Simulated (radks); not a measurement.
**Polarisabilities and dispersion coefficients of Cd, In⁺, Sn²⁺ and others**

Aim: static dipole polarisabilities and C6 coefficients, each species in its NIST ground configuration. After each ground state the linear response is solved; its values go to the run's result record, not to the log. Response by self-consistent Sternheimer equations with the Hartree and adiabatic LDA kernel, the relativistic mass of each level held fixed and spin-orbit coupling left out.

Program: radks (a radial shooting solver on a logarithmic mesh, Libxc functionals) version 1. Level of theory: scalar-relativistic Kohn-Sham, LDA (Slater exchange, Perdew-Wang correlation), spin-polarised, spherical densities, finite nucleus. These are calculated values, not measurements, unless marked.

**1. The system**

```
species : Cd ([Kr] 4d10 5s2), In⁺ ([Kr] 4d10 5s2), Sn²⁺ ([Kr] 4d10 5s2), Sb³⁺ ([Kr] 4d10 5s2), Te⁴⁺ ([Kr] 4d10 5s2), I⁵⁺ ([Kr] 4d10 5s2), Xe⁶⁺ ([Kr] 4d10 5s2), Cs⁷⁺ ([Kr] 4d10 5s2), Ba⁸⁺ ([Kr] 4d10 5s2)
```

**2. Cd, [Kr] 4d10 5s2**

The run's settings:

```text
Z 48
configuration [Kr] 4d10 5s2
relativity scalar-relativistic
functional lda,pw
spin polarised
nucleus finite rms 4.6087 fm
c 137.035999084
response adiabatic LDA kernel
```

**3. In⁺, [Kr] 4d10 5s2**

The run's settings:

```text
Z 49
configuration [Kr] 4d10 5s2
relativity scalar-relativistic
functional lda,pw
spin polarised
nucleus finite rms 4.6156 fm
c 137.035999084
response adiabatic LDA kernel
```

**4. Sn²⁺, [Kr] 4d10 5s2**

The run's settings:

```text
Z 50
configuration [Kr] 4d10 5s2
relativity scalar-relativistic
functional lda,pw
spin polarised
nucleus finite rms 4.6519 fm
c 137.035999084
response adiabatic LDA kernel
```

**5. Sb³⁺, [Kr] 4d10 5s2**

The run's settings:

```text
Z 51
configuration [Kr] 4d10 5s2
relativity scalar-relativistic
functional lda,pw
spin polarised
nucleus finite rms 4.6802 fm
c 137.035999084
response adiabatic LDA kernel
```

**6. Te⁴⁺, [Kr] 4d10 5s2**

The run's settings:

```text
Z 52
configuration [Kr] 4d10 5s2
relativity scalar-relativistic
functional lda,pw
spin polarised
nucleus finite rms 4.7423 fm
c 137.035999084
response adiabatic LDA kernel
```

**7. I⁵⁺, [Kr] 4d10 5s2**

The run's settings:

```text
Z 53
configuration [Kr] 4d10 5s2
relativity scalar-relativistic
functional lda,pw
spin polarised
nucleus finite rms 4.75 fm
c 137.035999084
response adiabatic LDA kernel
```

**8. Xe⁶⁺, [Kr] 4d10 5s2**

The run's settings:

```text
Z 54
configuration [Kr] 4d10 5s2
relativity scalar-relativistic
functional lda,pw
spin polarised
nucleus finite rms 4.7859 fm
c 137.035999084
response adiabatic LDA kernel
```

**9. Cs⁷⁺, [Kr] 4d10 5s2**

The run's settings:

```text
Z 55
configuration [Kr] 4d10 5s2
relativity scalar-relativistic
functional lda,pw
spin polarised
nucleus finite rms 4.8041 fm
c 137.035999084
response adiabatic LDA kernel
```

**10. Ba⁸⁺, [Kr] 4d10 5s2**

The run's settings:

```text
Z 56
configuration [Kr] 4d10 5s2
relativity scalar-relativistic
functional lda,pw
spin polarised
nucleus finite rms 4.8378 fm
c 137.035999084
response adiabatic LDA kernel
```

**Question.** What will these runs give? Wanted: for each run, species; −ε(HOMO); α; α uncoupled; C6; C8; recommended α.

**Answer**, as computed:

| species | −ε(HOMO) (eV) | α (bohr³) | α uncoupled (bohr³) | C6 (hartree bohr⁶) | C8 (hartree bohr⁸) | recommended α (bohr³) |
| --- | --- | --- | --- | --- | --- | --- |
| Cd | 5.955 | 44.67 | 84.80 | 395.8 | 19540 | 46 |
| In⁺ | 15.302 | 22.77 | 43.79 | 155.4 | 4657 | - |
| Sn²⁺ | 26.529 | 14.37 | 27.32 | 80.64 | 1745 | - |
| Sb³⁺ | 39.394 | 10.01 | 18.75 | 47.80 | 808.2 | - |
| Te⁴⁺ | 53.770 | 7.401 | 13.65 | 30.71 | 424.9 | - |
| I⁵⁺ | 69.582 | 5.690 | 10.35 | 20.85 | 243.2 | - |
| Xe⁶⁺ | 86.778 | 4.502 | 8.082 | 14.74 | 148.0 | - |
| Cs⁷⁺ | 105.32 | 3.640 | 6.460 | 10.75 | 94.43 | - |
| Ba⁸⁺ | 125.20 | 2.995 | 5.259 | 8.040 | 62.52 | - |

In words: Uncoupled leaves out the potential induced by the response; C6 and C8 are for like pairs. Cd is the most polarisable and Ba⁸⁺ the least, a factor 14.9 apart. For the pair Cd–Ba⁸⁺ the Casimir-Polder integral gives C6 = 47.05, the rule 2·Ca·Cb/(Ca·αb/αa + Cb·αa/αb) on the like-pair values 43.45. Against the recommended values (Schwerdtfeger and Nagle, 2023 table) the misses are Cd -3 %. C8 is given only where no p, d or f shell is open. For heavy and open-shell atoms this level can miss by tens of per cent.
